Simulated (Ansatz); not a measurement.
# AlBH2SeO: one structure at several levels

How do the functionals fare away from a minimum? The structure is a structure displaced at random from a GFN2-xTB minimum.

Program: Ansatz 0.2.0, Gaussian basis. Level of theory: single points in def2-TZVPP. These are calculated values, not measurements.

Correlated methods freeze the cores. Filled d shells of the heavier atoms are correlated. B3LYP uses VWN-RPA correlation.

**1. Starting geometry**

SMILES `[BH]1O[Se][AlH]1`, 6 atoms, charge 0, spin multiplicity 1.

Atoms are counted from 1 here; the program's logs count them from 0.

Bond lengths: B1–O2 1.378 Å, B1–Al4 2.092 Å, B1–H5 1.122 Å, O2–Se3 1.926 Å, Se3–Al4 2.377 Å, Al4–H6 1.542 Å. Angles: O2–B1–Al4 84.0°, O2–B1–H5 119.8°, Al4–B1–H5 156.0°, B1–O2–Se3 126.9°, O2–Se3–Al4 66.3°, B1–Al4–Se3 82.9°, B1–Al4–H6 151.0°, Se3–Al4–H6 125.7°.

Coordinates:

```xyz
6
AlBH2OSe
B     1.02550    0.05800   -0.54420
O     0.57090   -1.18670   -0.16470
Se   -1.04150   -1.57910    0.81250
Al   -0.70960    0.73880    0.40500
H     1.95910    0.14650   -1.15950
H    -1.71140    1.86270    0.73820
```

**2. CCSD(T)/def2-TZVPP**

Input file run/in.yaml:

```yaml
crystal:
  periodic: [false, false, false]
  atoms:
    - {symbol: B, position_ang: [1.025500, 0.058000, -0.544200]}
    - {symbol: O, position_ang: [0.570900, -1.186700, -0.164700]}
    - {symbol: Se, position_ang: [-1.041500, -1.579100, 0.812500]}
    - {symbol: Al, position_ang: [-0.709600, 0.738800, 0.405000]}
    - {symbol: H, position_ang: [1.959100, 0.146500, -1.159500]}
    - {symbol: H, position_ang: [-1.711400, 1.862700, 0.738200]}
basis:
  gaussian: {orbitals: def2-TZVPP}
correlation: {method: ccsd_t}
output: {forces: true}
```

No record of the launch command was kept for these runs.

**3. PBE0-D4/def2-TZVPP**

run/in.yaml: that of step 2 with these lines changed.

```diff
@@ -11,3 +11,3 @@
   gaussian: {orbitals: def2-TZVPP}
-correlation: {method: ccsd_t}
-output: {forces: true}
+hamiltonian: {xc: pbe0, dispersion: d4}
+output: {forces: true, orbitals: {seedname: orbitals}}
```

**4. wB97M-V/def2-TZVPP**

run/in.yaml: that of step 3 with these lines changed.

```diff
@@ -11,3 +11,3 @@
   gaussian: {orbitals: def2-TZVPP}
-hamiltonian: {xc: pbe0, dispersion: d4}
-output: {forces: true, orbitals: {seedname: orbitals}}
+hamiltonian: {xc: {name: wB97M-V}}
+output: {forces: true}
```

**5. r2SCAN-D4/def2-TZVPP**

run/in.yaml: that of step 4 with these lines changed.

```diff
@@ -11,3 +11,3 @@
   gaussian: {orbitals: def2-TZVPP}
-hamiltonian: {xc: {name: wB97M-V}}
+hamiltonian: {xc: r2scan, dispersion: d4}
 output: {forces: true}
```

**6. PBE-D4/def2-TZVPP**

run/in.yaml: that of step 5 with these lines changed.

```diff
@@ -11,3 +11,3 @@
   gaussian: {orbitals: def2-TZVPP}
-hamiltonian: {xc: r2scan, dispersion: d4}
+hamiltonian: {xc: pbe, dispersion: d4}
 output: {forces: true}
```

**7. B3LYP-D4/def2-TZVPP**

run/in.yaml: that of step 6 with these lines changed.

```diff
@@ -11,3 +11,3 @@
   gaussian: {orbitals: def2-TZVPP}
-hamiltonian: {xc: pbe, dispersion: d4}
+hamiltonian: {xc: {name: B3LYP}, dispersion: d4}
 output: {forces: true}
```

**8. HSE06-D4/def2-TZVPP**

run/in.yaml: that of step 7 with these lines changed.

```diff
@@ -11,3 +11,3 @@
   gaussian: {orbitals: def2-TZVPP}
-hamiltonian: {xc: {name: B3LYP}, dispersion: d4}
+hamiltonian: {xc: hse06, dispersion: d4}
 output: {forces: true}
```

(Steps that only read results are left out.)

**Question.** What will these runs give? Wanted: energy less free atoms, CCSD(T)/def2-TZVPP; RMS force component; RMS force error; HOMO and LUMO, PBE0-D4; T1 diagnostic.

The runs gave:

| quantity | value |
| --- | --- |
| energy less free atoms, CCSD(T)/def2-TZVPP | -1760.9 kJ/mol |
| RMS force component | 1.050 to 1.122 eV/Å over the methods |
| RMS force error | PBE0-D4 0.184, wB97M-V 0.166, r2SCAN-D4 0.113, PBE-D4 0.173, B3LYP-D4 0.159, HSE06-D4 0.184 eV/Å |
| HOMO and LUMO, PBE0-D4 | -6.86 and -2.41 eV |
| T1 diagnostic | 0.017 |

**Reading.** Against CCSD(T) the functionals' energies less atoms differ by -124.8 to -58.5 kJ/mol, PBE-D4 by -124.8 kJ/mol. CCSD(T) in triple zeta still lacks some correlation energy of the bonds, so part of these gaps is its own basis error and they don't rank the functionals. On forces the order runs from r2SCAN-D4 to PBE0-D4.
